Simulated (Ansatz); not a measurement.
**AlH2SOF (SMILES [OH][Al]([F])[SH]): CCSD(T)/6-311+G(d,p)**

Aim: the vertical ionisation energy of AlH2SOF at CCSD(T)/6-311+G**, from 2 runs. 

The results are computed with Ansatz 0.2.0.

57 further runs of the same task are left out: 57 set aside as unsound or not needed. Runs told in other sessions of the task aren't counted.

### 1 The system as given

The species is AlH2SOF (6 atoms), meant as a singlet with charge 0. SMILES: `[OH][Al]([F])[SH]`. The coordinates come from a PBE0-D4/def2-TZVP relaxation. This is one conformer, not always the lowest.

Bond lengths: O1–Al2 1.679 Å, Al2–F3 1.641 Å, Al2–S4 2.167 Å, O1–H5 0.955 Å, S4–H6 1.345 Å. Angles: O1–Al2–F3 118.1°, O1–Al2–S4 123.1°, F3–Al2–S4 118.8°, Al2–O1–H5 125.1°, Al2–S4–H6 92.0°.

### 2 A single-point energy at CCSD(T)/6-311+G(d,p)

Input file molecule.yaml:

```yaml
crystal:
  periodic: [false, false, false]
  atoms:
    - symbol: O
      position_ang: [1.399600, -0.456300, -1.028900]
    - symbol: Al
      position_ang: [0.238600, -0.260800, 0.168100]
    - symbol: F
      position_ang: [0.421300, -1.101000, 1.565700]
    - symbol: S
      position_ang: [-1.478600, 1.043100, -0.050300]
    - symbol: H
      position_ang: [1.392200, -0.019300, -1.877900]
    - symbol: H
      position_ang: [-1.931000, 0.730400, 1.177100]
basis:
  gaussian: {orbitals: 6-311+G_st__st_-spherical.json}
correlation: {method: ccsd_t, frozen_orbitals: {Al: 5, F: 1, H: 0, O: 1, S: 5}}
scf: {omitted_lower_state_checks: [cluster_reference, increment]}
accuracy: high
```

The basis set 6-311+G** is read from a file made from the Basis Set Exchange's data (not shown).

Command:

```bash
$ ansatz run molecule.yaml --threads 1 --pin off --max-ram 2610MiB --events-out events.jsonl --progress --plain --runs-dir runs
```

The log of the run (excerpt; [...] marks lines left out):

```text
Warning: RAYON_NUM_THREADS=1 ignored (pool sized by the plan → 1); use --threads N
Functional definition: HF
  name "HF"
[...]
2024 factors; integrals over basis functions are off by at most 8.4e-9 eV
[...]
mean field -22181.76314026 eV, -815.1647600653 hartree, gradient 2.1e-8 eV, S^2 0.000000; 0 other end points of the search recorded, 0 dependent functions left out
12 core orbitals not correlated: weight in the atoms' cores, before any rotation towards them, 1.000 or more for the frozen orbitals, at most 0.000 for the correlated occupied ones
reference -22181.76314026 eV, -815.1647600653 hartree; 12, 12 occupied and 92, 92 virtual orbitals, 2024 factors
second order -16.52218645 eV of doubles, -0.00000000 eV of singles
cycle   1  -16.54542409 eV  change   -2.3e-2 eV  update   9.6e-2
[...]
cycle  21  -17.03113871 eV  change  -7.5e-10 eV  update   1.0e-9
perturbative correction -0.47291436 eV, -0.0173792822 hartree
Total energy: -22199.26719333 eV, -815.8080221512 hartree
Checks for a lower state left out: cluster_reference, increment
```

Run time: 11 s. Hardware: 1 thread of AMD EPYC 9R45 (Zen 5), shared host; peak memory 0.92 GiB.

### 3 The doublet cation, same level

Input file job.yaml:

```yaml
crystal:
  periodic: [false, false, false]
  atoms:
    - {symbol: O, position_ang: [1.399600, -0.456300, -1.028900]}
    - {symbol: Al, position_ang: [0.238600, -0.260800, 0.168100]}
    - {symbol: F, position_ang: [0.421300, -1.101000, 1.565700]}
    - {symbol: S, position_ang: [-1.478600, 1.043100, -0.050300]}
    - {symbol: H, position_ang: [1.392200, -0.019300, -1.877900]}
    - {symbol: H, position_ang: [-1.931000, 0.730400, 1.177100]}
basis:
  gaussian:
    orbitals: 6-311+G_st__st_-spherical.json
total_charge: 1
magnetization:
  spin_polarized: true
  initial_magnetization: 1
correlation:
  method: ccsd_t
  frozen_orbitals: {Al: 5, F: 1, H: 0, O: 1, S: 5}
accuracy: high
scf:
  omitted_lower_state_checks: [cluster_reference, increment]
```

The basis set 6-311+G** is read from a file made from the Basis Set Exchange's data (not shown).

Command:

```bash
$ ansatz run job.yaml --threads 1 --pin off --max-ram 2610MiB --events-out events.jsonl --progress --plain --runs-dir runs
```

The log of the run (excerpt; [...] marks lines left out):

```text
Warning: RAYON_NUM_THREADS=1 ignored (pool sized by the plan → 1); use --threads N
[... 2 set-up lines as earlier in the session ...]
[...]
2023 factors; integrals over basis functions are off by at most 8.4e-9 eV
[...]
mean field -22172.19358999 eV, -814.8130855794 hartree, gradient 1.7e-8 eV, S^2 0.759708; 4 other end points of the search recorded, 0 dependent functions left out
12 core orbitals not correlated: weight in the atoms' cores, before any rotation towards them, 1.000 or more for the frozen orbitals, at most 0.000 for the correlated occupied ones
reference -22172.19358999 eV, -814.8130855794 hartree; 12, 11 occupied and 92, 93 virtual orbitals, 2023 factors
second order -15.82098930 eV of doubles, -0.00000000 eV of singles
cycle   1  -15.86754351 eV  change   -4.7e-2 eV  update   1.1e-1
[...]
cycle  29  -16.40662499 eV  change  -1.3e-11 eV  update   1.6e-9
perturbative correction -0.45157159 eV, -0.0165949500 hartree
Total energy: -22189.05178657 eV, -815.4326128771 hartree
Checks for a lower state left out: cluster_reference, increment
```

Wall time 47 s (1 thread of AMD EPYC 9R45 (Zen 5), shared host); peak memory 2 GiB.

### 4 Outcome

At CCSD(T)/6-311+G**, 12 core orbitals frozen:

| quantity | value |
| --- | --- |
| singlet AlH2SOF: total energy | -815.80802 Eh |
| singlet AlH2SOF: correlation energy (12 core orbitals frozen) | -643.3 mEh |
| singlet AlH2SOF: (T) correction | -17.38 mEh |
| singlet AlH2SOF: T1 diagnostic | 0.014 |
| doublet cation: total energy | -815.43261 Eh |
| doublet cation: correlation energy (12 core orbitals frozen) | -619.5 mEh |
| doublet cation: (T) correction | -16.59 mEh |
| doublet cation: ⟨S²⟩ of the reference determinant | 0.760 |
| doublet cation: T1 diagnostic | 0.017 |
| vertical ionisation energy (to the doublet cation) | 10.215 eV |

What this shows: The vertical ionisation energy comes to 10.22 eV (236 kcal/mol). The triples (singlet AlH2SOF) make up 2.7 % of the correlation energy. The triples (doublet cation) make up 2.7 % of the correlation energy.
